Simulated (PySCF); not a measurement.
# FeCl: from the state search to spectroscopic constants

One table from this session's results is given with a row withheld; the runs are named, their logs left out.

Program: PySCF 2.14.0. Level of theory: Fe x2c-TZVPPall, Cl x2c-TZVPPall, spin-free X2C with a Gaussian nucleus. These are calculated values, not measurements.

The first run:

Settings of the job:

```
atoms                         : Fe, Cl
charge                        : 0
basis                         : Fe x2c-TZVPPall, Cl x2c-TZVPPall
Hamiltonian                   : spin-free X2C with a Gaussian nucleus
basis functions               : 106
electrons treated             : 43
masses in u                   : 55.9349, 34.9689
levels                        : PBE0, PBE, r²SCAN, M06-2X, M06, BHandHLYP, PBEsol, CAM-B3LYP, HF, MP2, SCS-MP2, CCSD, CCSD(T)
grid                          : 80 radial by 434 angular points
occupations                   : held fixed by the projection of orbital angular momentum
dissociation limit            : Fe + Cl, each in its ground configuration
starting distance in angstrom : 2.095
values of 2S to try           : 1, 3, 5, 7
```

Run with:

```sh
OMP_NUM_THREADS=2 python dia.py task.json out
```

Steps of the session up to this table: Input; First curve: PBE0; Other states along the same grid; PBE (GGA); r²SCAN (meta-GGA); M06-2X (hybrid meta-GGA); M06; BHandHLYP (global hybrid GGA); PBEsol (GGA); CAM-B3LYP (range-separated hybrid); UHF (mean field); MP2 and coupled cluster.

One of the session's tables, all rows but one given; the rest of the session is left out.

It belongs to the step «The curves together». Energy (eV) from each level's lowest point:

| R (Å) | UHF | UHF-MP2 | UHF-SCS-MP2 | UHF-CCSD | UHF-CCSD(T) |
| --- | --- | --- | --- | --- | --- |
| 1.872 | 1.534 | 0.999 | 1.092 | n/a | n/a |
| 1.959 | 0.798 | 0.454 | 0.513 | 0.500 | 0.466 |
| 2.046 | 0.347 | 0.150 | 0.181 | 0.174 | 0.156 |
| 2.112 | 0.148 | 0.038 | 0.052 | 0.048 | 0.041 |
| 2.177 | 0.039 | 0.000 | 0.000 | 0.000 | 0.000 |
| 2.242 | 0.000 | 0.020 | 0.007 | 0.011 | 0.017 |
| 2.329 | 0.029 | 0.112 | 0.086 | 0.093 | 0.106 |
| 2.438 | ? | ? | ? | ? | ? |
| 2.569 | 0.390 | 0.590 | 0.537 | 0.551 | 0.576 |
| 2.743 | 0.772 | 1.024 | 0.958 | n/a | n/a |

Estimate the missing values for R (Å) = 2.438.

Worked estimate for «UHF». A straight line through the neighbours (2.329, 0.029) and (2.569, 0.390) gives 0.029 + (0.390 − 0.029) × (2.438 − 2.329) / (2.569 − 2.329) = 0.193; a parabola fitted to 4 rows on both sides gives 0.166.

The run gave: UHF: 0.156; UHF-MP2: 0.300; UHF-SCS-MP2: 0.260; UHF-CCSD: 0.271; UHF-CCSD(T): 0.290. In «UHF» the line misses by +0.037 and the parabola by +0.010.

To keep in mind: At some levels the lowest empty orbital lies below the highest filled one (the two can be of opposite spin).
